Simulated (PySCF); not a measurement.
# Rh, Rh⁺: ionisation energy in aug-cc-pVTZ-DK, part 2 of 2

Wanted: the ionisation energy of rhodium, up a ladder of methods.

PySCF 2.14.0; aug-cc-pVTZ-DK, the spin-free X2C one-electron Hamiltonian (Gaussian nucleus). The scripts are equivalent inputs of a driver's runs. Earlier steps stand in the parts before.

## 3. Rh⁺: the ladder of methods

Level: UHF.

File input.py:

```python
from pyscf import gto, scf, dft, mp, cc
import basis_set_exchange as bse
mol = gto.M(atom="Rh 0 0 0", charge=1, spin=2, symmetry="D2h",
            basis=gto.basis.parse(bse.get_basis("aug-cc-pVTZ-DK", elements=["Rh"], fmt="nwchem")),
            nucmod="G")
mf = scf.UHF(mol).sfx2c1e()
mf.irrep_nelec = {'Ag': (8, 6), 'B1g': (2, 2), 'B2g': (2, 2), 'B3g': (2, 2), 'B1u': (3, 3), 'B2u': (3, 3), 'B3u': (3, 3)}
mf.kernel()
```

Log:

```text
damping factor = 0
level_shift factor = 0
DIIS = <class 'pyscf.scf.diis.CDIIS'>
diis_start_cycle = 1
diis_space = 10
diis_damp = 0
SCF conv_tol = 1e-09
SCF conv_tol_grad = None
number electrons alpha = 23  beta = 21
cycle= 1 E= -4780.81289709726  delta_E= -0.00742  |g|= 0.034  |ddm|= 0.0437
cycle= 2 E= -4780.81318928547  delta_E= -0.000292  |g|= 0.00756  |ddm|= 0.00974
cycle= 3 E= -4780.81320773087  delta_E= -1.84e-05  |g|= 0.00181  |ddm|= 0.00438
cycle= 4 E= -4780.81320879837  delta_E= -1.07e-06  |g|= 0.000612  |ddm|= 0.0014
cycle= 5 E= -4780.81320918944  delta_E= -3.91e-07  |g|= 8.5e-05  |ddm|= 0.00101
cycle= 6 E= -4780.81320919704  delta_E= -7.59e-09  |g|= 1.7e-05  |ddm|= 0.000134
cycle= 7 E= -4780.81320919727  delta_E= -2.28e-10  |g|= 3.72e-06  |ddm|= 1.92e-05
converged SCF energy = -4780.81320919727  <S^2> = 2.0042467  2S+1 = 3.0028298
```

CPU time 3.1 s on a shared host, the integrals not counted.

The occupied shells:

```tsv
shell	electrons	mean orbital energy (eV)	spread (eV)	rms radius (bohr)
1s β	1	-23346.7	0	0.0374
1s α	1	-23346.7	0	0.0374
2s α	1	-3473.3	0	0.154
2s β	1	-3472.7	0	0.154
2p α	3	-3108.2	0	0.137
2p β	3	-3107.7	0	0.137
3s α	1	-662.06	0	0.415
3s β	1	-661.79	0	0.415
3p α	3	-538.67	0	0.419
3p β	3	-538.34	0	0.419
3d α	5	-341.30	0.288	0.403
3d β	5	-340.52	1.065	0.403
4s α	1	-110.27	0	1.05
4s β	1	-106.97	0	1.05
4p α	3	-73.546	0	1.17
4p β	3	-69.297	0	1.17
4d α	5	-20.073	1.106	1.67
4d β	3	-18.430	0	1.67
```

⟨S²⟩ = 2.004, ⟨L²⟩ = 12.05.

Spin-orbit constants on these orbitals (cm⁻¹; bare nucleus, screened nucleus, mean field): 4d 1621, 1261, n/a. To first order in LS coupling the lowest level has J = 4 and lies 0.235 eV below the centre of the term.

Level: LDA.

Changes to input.py:

```diff
@@ -5,3 +5,3 @@
             nucmod="G")
-mf = scf.UHF(mol).sfx2c1e()
+mf = dft.UKS(mol, xc="LDA,VWN").sfx2c1e()
 mf.irrep_nelec = {'Ag': (8, 6), 'B1g': (2, 2), 'B2g': (2, 2), 'B3g': (2, 2), 'B1u': (3, 3), 'B2u': (3, 3), 'B3u': (3, 3)}
```

Log:

```text
damping factor = 0
level_shift factor = 0
DIIS = <class 'pyscf.scf.diis.CDIIS'>
diis_start_cycle = 1
diis_space = 10
diis_damp = 0
SCF conv_tol = 1e-09
SCF conv_tol_grad = None
number electrons alpha = 23  beta = 21
XC functionals = LDA,VWN
    P. A. M. Dirac.,  Math. Proc. Cambridge Philos. Soc. 26, 376 (1930)
    F. Bloch.,  Z. Phys. 57, 545 (1929)
    S. H. Vosko, L. Wilk, and M. Nusair.,  Can. J. Phys. 58, 1200 (1980)
cycle= 1 E= -4777.96984155161  delta_E= -0.0192  |g|= 0.103  |ddm|= 0.597
cycle= 2 E= -4777.96747265036  delta_E= 0.00237  |g|= 0.143  |ddm|= 0.104
cycle= 3 E= -4777.97178892075  delta_E= -0.00432  |g|= 0.00873  |ddm|= 0.0722
cycle= 4 E= -4777.97180491878  delta_E= -1.6e-05  |g|= 3.77e-05  |ddm|= 0.00574
cycle= 5 E= -4777.97180491983  delta_E= -1.05e-09  |g|= 2.71e-05  |ddm|= 9.81e-05
cycle= 6 E= -4777.97180492007  delta_E= -2.47e-10  |g|= 4.1e-06  |ddm|= 2.02e-05
converged SCF energy = -4777.97180492007  <S^2> = 2.0007165  2S+1 = 3.0004776
```

CPU time 1.6 s on a shared host, the integrals not counted.

Level: PBE.

Changes to input.py:

```diff
@@ -5,3 +5,3 @@
             nucmod="G")
-mf = dft.UKS(mol, xc="LDA,VWN").sfx2c1e()
+mf = dft.UKS(mol, xc="PBE").sfx2c1e()
 mf.irrep_nelec = {'Ag': (8, 6), 'B1g': (2, 2), 'B2g': (2, 2), 'B3g': (2, 2), 'B1u': (3, 3), 'B2u': (3, 3), 'B3u': (3, 3)}
```

Log:

```text
damping factor = 0
level_shift factor = 0
DIIS = <class 'pyscf.scf.diis.CDIIS'>
diis_start_cycle = 1
diis_space = 10
diis_damp = 0
SCF conv_tol = 1e-09
SCF conv_tol_grad = None
number electrons alpha = 23  beta = 21
XC functionals = PBE
    J. P. Perdew, K. Burke, and M. Ernzerhof.,  Phys. Rev. Lett. 77, 3865 (1996)
    J. P. Perdew, K. Burke, and M. Ernzerhof.,  Phys. Rev. Lett. 78, 1396 (1997)
    J. P. Perdew, K. Burke, and M. Ernzerhof.,  Phys. Rev. Lett. 77, 3865 (1996)
    J. P. Perdew, K. Burke, and M. Ernzerhof.,  Phys. Rev. Lett. 78, 1396 (1997)
cycle= 1 E= -4782.79962139014  delta_E= -0.0136  |g|= 0.0741  |ddm|= 0.413
cycle= 2 E= -4782.79841639043  delta_E= 0.0012  |g|= 0.102  |ddm|= 0.0779
cycle= 3 E= -4782.80068229934  delta_E= -0.00227  |g|= 0.00607  |ddm|= 0.0525
cycle= 4 E= -4782.80069019893  delta_E= -7.9e-06  |g|= 4.81e-05  |ddm|= 0.00393
cycle= 5 E= -4782.80069020055  delta_E= -1.62e-09  |g|= 8.83e-06  |ddm|= 8.94e-05
cycle= 6 E= -4782.80069020058  delta_E= -3.27e-11  |g|= 3.58e-06  |ddm|= 9.14e-06
converged SCF energy = -4782.80069020058  <S^2> = 2.0010102  2S+1 = 3.0006734
```

It used 3 s of CPU time after the integrals (shared host).

Level: PBE0.

Changes to input.py:

```diff
@@ -5,3 +5,3 @@
             nucmod="G")
-mf = dft.UKS(mol, xc="PBE").sfx2c1e()
+mf = dft.UKS(mol, xc="PBE0").sfx2c1e()
 mf.irrep_nelec = {'Ag': (8, 6), 'B1g': (2, 2), 'B2g': (2, 2), 'B3g': (2, 2), 'B1u': (3, 3), 'B2u': (3, 3), 'B3u': (3, 3)}
```

Log:

```text
damping factor = 0
level_shift factor = 0
DIIS = <class 'pyscf.scf.diis.CDIIS'>
diis_start_cycle = 1
diis_space = 10
diis_damp = 0
SCF conv_tol = 1e-09
SCF conv_tol_grad = None
number electrons alpha = 23  beta = 21
XC functionals = PBE0
    C. Adamo and V. Barone.,  J. Chem. Phys. 110, 6158 (1999)
    M. Ernzerhof and G. E. Scuseria.,  J. Chem. Phys. 110, 5029 (1999)
cycle= 1 E= -4782.87377896349  delta_E= -0.0085  |g|= 0.0302  |ddm|= 0.279
cycle= 2 E= -4782.87379971637  delta_E= -2.08e-05  |g|= 0.0212  |ddm|= 0.0213
cycle= 3 E= -4782.87387065295  delta_E= -7.09e-05  |g|= 0.0061  |ddm|= 0.0145
cycle= 4 E= -4782.87387924202  delta_E= -8.59e-06  |g|= 0.000524  |ddm|= 0.00333
cycle= 5 E= -4782.87387933349  delta_E= -9.15e-08  |g|= 5.23e-05  |ddm|= 0.000375
cycle= 6 E= -4782.87387933482  delta_E= -1.33e-09  |g|= 7.81e-06  |ddm|= 5.36e-05
cycle= 7 E= -4782.87387933485  delta_E= -2.64e-11  |g|= 3.02e-07  |ddm|= 5.67e-06
converged SCF energy = -4782.87387933485  <S^2> = 2.0015153  2S+1 = 3.00101
```

CPU time 4.1 s on a shared host, the integrals not counted.

Level: r2SCAN.

Changes to input.py:

```diff
@@ -5,3 +5,3 @@
             nucmod="G")
-mf = dft.UKS(mol, xc="PBE0").sfx2c1e()
+mf = dft.UKS(mol, xc="R2SCAN").sfx2c1e()
 mf.irrep_nelec = {'Ag': (8, 6), 'B1g': (2, 2), 'B2g': (2, 2), 'B3g': (2, 2), 'B1u': (3, 3), 'B2u': (3, 3), 'B3u': (3, 3)}
```

Log:

```text
damping factor = 0
level_shift factor = 0
DIIS = <class 'pyscf.scf.diis.CDIIS'>
diis_start_cycle = 1
diis_space = 10
diis_damp = 0
SCF conv_tol = 1e-09
SCF conv_tol_grad = None
number electrons alpha = 23  beta = 21
XC functionals = R2SCAN
    J. W. Furness, A. D. Kaplan, J. Ning, J. P. Perdew, and J. Sun.,  J. Phys. Chem. Lett. 11, 8208-8215 (2020)
    J. W. Furness, A. D. Kaplan, J. Ning, J. P. Perdew, and J. Sun.,  J. Phys. Chem. Lett. 11, 9248-9248 (2020)
    J. W. Furness, A. D. Kaplan, J. Ning, J. P. Perdew, and J. Sun.,  J. Phys. Chem. Lett. 11, 8208-8215 (2020)
    J. W. Furness, A. D. Kaplan, J. Ning, J. P. Perdew, and J. Sun.,  J. Phys. Chem. Lett. 11, 9248-9248 (2020)
cycle= 1 E= -4783.19374089849  delta_E= -0.00918  |g|= 0.0452  |ddm|= 0.247
cycle= 2 E= -4783.19367226838  delta_E= 6.86e-05  |g|= 0.0395  |ddm|= 0.0379
cycle= 3 E= -4783.19393702293  delta_E= -0.000265  |g|= 0.00981  |ddm|= 0.0248
cycle= 4 E= -4783.19396011295  delta_E= -2.31e-05  |g|= 0.000671  |ddm|= 0.00507
cycle= 5 E= -4783.19396024221  delta_E= -1.29e-07  |g|= 8.11e-05  |ddm|= 0.000413
cycle= 6 E= -4783.19396024429  delta_E= -2.08e-09  |g|= 4.97e-06  |ddm|= 5.35e-05
cycle= 7 E= -4783.1939602443  delta_E= -9.09e-12  |g|= 7.02e-08  |ddm|= 5.94e-06
converged SCF energy = -4783.1939602443  <S^2> = 2.001966  2S+1 = 3.0013104
```

CPU time 6.7 s on a shared host, the integrals not counted.

Level: wB97X.

Changes to input.py:

```diff
@@ -5,3 +5,3 @@
             nucmod="G")
-mf = dft.UKS(mol, xc="R2SCAN").sfx2c1e()
+mf = dft.UKS(mol, xc="WB97X").sfx2c1e()
 mf.irrep_nelec = {'Ag': (8, 6), 'B1g': (2, 2), 'B2g': (2, 2), 'B3g': (2, 2), 'B1u': (3, 3), 'B2u': (3, 3), 'B3u': (3, 3)}
```

Log:

```text
damping factor = 0
level_shift factor = 0
DIIS = <class 'pyscf.scf.diis.CDIIS'>
diis_start_cycle = 1
diis_space = 10
diis_damp = 0
SCF conv_tol = 1e-09
SCF conv_tol_grad = None
number electrons alpha = 23  beta = 21
XC functionals = WB97X
    J.-D. Chai and M. Head-Gordon.,  J. Chem. Phys. 128, 084106 (2008)
cycle= 1 E= -4783.35135299376  delta_E= -0.00851  |g|= 0.0239  |ddm|= 0.332
cycle= 2 E= -4783.35144187323  delta_E= -8.89e-05  |g|= 0.00451  |ddm|= 0.0192
cycle= 3 E= -4783.35144454008  delta_E= -2.67e-06  |g|= 0.00108  |ddm|= 0.00401
cycle= 4 E= -4783.35144476138  delta_E= -2.21e-07  |g|= 0.000889  |ddm|= 0.00154
cycle= 5 E= -4783.35144491812  delta_E= -1.57e-07  |g|= 5.12e-05  |ddm|= 0.000394
cycle= 6 E= -4783.35144492076  delta_E= -2.64e-09  |g|= 4.82e-06  |ddm|= 8.98e-05
cycle= 7 E= -4783.3514449208  delta_E= -3.46e-11  |g|= 4.86e-07  |ddm|= 9.8e-06
converged SCF energy = -4783.3514449208  <S^2> = 2.0017507  2S+1 = 3.0011669
```

CPU time 11 s on a shared host, the integrals not counted.

Level: r2SCANh.

Changes to input.py:

```diff
@@ -5,3 +5,3 @@
             nucmod="G")
-mf = dft.UKS(mol, xc="WB97X").sfx2c1e()
+mf = dft.UKS(mol, xc="HYB_MGGA_XC_R2SCANH").sfx2c1e()
 mf.irrep_nelec = {'Ag': (8, 6), 'B1g': (2, 2), 'B2g': (2, 2), 'B3g': (2, 2), 'B1u': (3, 3), 'B2u': (3, 3), 'B3u': (3, 3)}
```

Log:

```text
damping factor = 0
level_shift factor = 0
DIIS = <class 'pyscf.scf.diis.CDIIS'>
diis_start_cycle = 1
diis_space = 10
diis_damp = 0
SCF conv_tol = 1e-09
SCF conv_tol_grad = None
number electrons alpha = 23  beta = 21
XC functionals = HYB_MGGA_XC_R2SCANH
    M. Bursch, H. Neugebauer, S. Ehlert, and S. Grimme.,  J. Chem. Phys. 156, 134105 (2022)
cycle= 1 E= -4783.18565917536  delta_E= -0.00824  |g|= 0.0353  |ddm|= 0.225
cycle= 2 E= -4783.1856908974  delta_E= -3.17e-05  |g|= 0.0235  |ddm|= 0.0274
cycle= 3 E= -4783.18576910892  delta_E= -7.82e-05  |g|= 0.00793  |ddm|= 0.0164
cycle= 4 E= -4783.18578363512  delta_E= -1.45e-05  |g|= 0.000737  |ddm|= 0.00424
cycle= 5 E= -4783.18578378968  delta_E= -1.55e-07  |g|= 5.12e-05  |ddm|= 0.000442
cycle= 6 E= -4783.1857837908  delta_E= -1.12e-09  |g|= 7.97e-06  |ddm|= 5.31e-05
cycle= 7 E= -4783.18578379082  delta_E= -2.36e-11  |g|= 2e-07  |ddm|= 6.67e-06
converged SCF energy = -4783.18578379082  <S^2> = 2.002107  2S+1 = 3.0014043
```

It used 7.7 s of CPU time after the integrals (shared host).

Level: B3LYP.

Changes to input.py:

```diff
@@ -5,3 +5,3 @@
             nucmod="G")
-mf = dft.UKS(mol, xc="HYB_MGGA_XC_R2SCANH").sfx2c1e()
+mf = dft.UKS(mol, xc="B3LYP").sfx2c1e()
 mf.irrep_nelec = {'Ag': (8, 6), 'B1g': (2, 2), 'B2g': (2, 2), 'B3g': (2, 2), 'B1u': (3, 3), 'B2u': (3, 3), 'B3u': (3, 3)}
```

Log:

```text
damping factor = 0
level_shift factor = 0
DIIS = <class 'pyscf.scf.diis.CDIIS'>
diis_start_cycle = 1
diis_space = 10
diis_damp = 0
SCF conv_tol = 1e-09
SCF conv_tol_grad = None
number electrons alpha = 23  beta = 21
XC functionals = B3LYP
    P. J. Stephens, F. J. Devlin, C. F. Chabalowski, and M. J. Frisch.,  J. Phys. Chem. 98, 11623 (1994)
cycle= 1 E= -4783.25659214074  delta_E= -0.0118  |g|= 0.0507  |ddm|= 0.407
cycle= 2 E= -4783.25632635429  delta_E= 0.000266  |g|= 0.0599  |ddm|= 0.0471
cycle= 3 E= -4783.25706253697  delta_E= -0.000736  |g|= 0.00342  |ddm|= 0.0315
cycle= 4 E= -4783.25706521344  delta_E= -2.68e-06  |g|= 0.000195  |ddm|= 0.00219
cycle= 5 E= -4783.25706522924  delta_E= -1.58e-08  |g|= 4.62e-05  |ddm|= 0.000215
cycle= 6 E= -4783.25706522996  delta_E= -7.28e-10  |g|= 6.82e-06  |ddm|= 3.38e-05
converged SCF energy = -4783.25706522996  <S^2> = 2.0014875  2S+1 = 3.0009915
```

CPU time 4 s on a shared host, the integrals not counted.

Level: MP2 (valence).

Changes to input.py:

```diff
@@ -5,4 +5,5 @@
             nucmod="G")
-mf = dft.UKS(mol, xc="B3LYP").sfx2c1e()
+mf = scf.UHF(mol).sfx2c1e()
 mf.irrep_nelec = {'Ag': (8, 6), 'B1g': (2, 2), 'B2g': (2, 2), 'B3g': (2, 2), 'B1u': (3, 3), 'B2u': (3, 3), 'B3u': (3, 3)}
 mf.kernel()
+mp.UMP2(mf, frozen=18).kernel()
```

This step left no log, only its results.

CPU time 0.8 s on a shared host, the integrals not counted.

With 8 electrons correlated, the MP2 correlation energy is -0.21869 hartree (-0.07952 same spin, -0.13917 opposite spin); the SCS form gives -0.19352. Largest pairs of shells: 4d-4d -0.2187.

Radial density 4πr²ρ of Rh⁺ at UHF, without picture-change correction:

```tsv
r (bohr)	density	spin density
0.000703	0.890	0.000
0.00118	2.08	0.000
0.00199	4.73	0.000
0.00334	10.3	0.000
0.00562	20.8	0.000
0.00946	37.1	-0.001
0.0159	53.6	-0.001
0.0268	56.3	-0.001
0.0450	48.6	-0.001
0.0757	63.9	0.017
0.127	65.7	0.136
0.214	47.2	0.340
0.360	52.9	0.133
0.606	16.4	0.226
1.02	15.5	1.480
1.72	5.51	0.982
2.88	0.671	0.129
4.85	0.0191	0.002
8.16	4.80e-05	0.000
```

## 4. How the shells move

Highest occupied Hartree-Fock shell of each state: Rh 5s α at -6.475 eV; Rh⁺ 4d β at -18.430 eV.

## 5. The energy differences

Ionisation energy: Rh [Kr] 4d8 5s1 (4F) → Rh⁺ [Kr] 4d8 (3F).

```tsv
method	value (eV)	error (eV)	CPU time, both states (s)
UHF	6.314	-1.165	7.5
LDA	8.140	+0.661	3.5
PBE	7.846	+0.367	6
PBE0	7.542	+0.062	8.4
r2SCAN	7.721	+0.242	13
wB97X	7.039	-0.440	23
r2SCANh	7.638	+0.158	16
B3LYP	7.728	+0.249	9.9
MP2 (valence)	7.304	-0.175	9.4
SCS-MP2 (valence)	7.070	-0.409	9.4
```

Reference: 7.479 eV (measured; NIST levels, between the centres of gravity of the two terms). Errors of the correlated levels include the incompleteness of this basis.

Times are CPU seconds on a shared host without the integrals; correlated rows include their Hartree-Fock run, whose time holds the symmetry-adapted start and any spin-orbit constants, while functionals begin from orbitals already made.

## 6. Results

The summary covers parts 1 to 2.

| quantity | value |
| --- | --- |
| ionisation energy, Rh | UHF 6.314, MP2 (valence) 7.304 eV; reference 7.479 |

Accuracy against cost (mean over 1 difference):

```tsv
method	mean absolute miss against the measured value (with the measured fine structure taken into account where it is known) (eV)	CPU time, both states (s)
UHF	1.165	7.5
LDA	0.661	3.5
PBE	0.367	6
PBE0	0.062	8.4
r2SCAN	0.242	13
wB97X	0.440	23
r2SCANh	0.158	16
B3LYP	0.249	9.9
MP2 (valence)	0.175	9.4
SCS-MP2 (valence)	0.409	9.4
```

Against experiment PBE0 comes closest (off by 0.06 eV) and UHF is farthest (1.17 eV). Hartree-Fock falls short because the species with more electrons holds more correlation energy, which it lacks. PBE is off by +0.37 eV. The basis is finite, and no extrapolation was made. The dearest level timed, wB97X, costs 6.6 times the cheapest, LDA, and differs from the measured value (with the measured fine structure taken into account where it is known) by 0.44 against 0.66 eV.
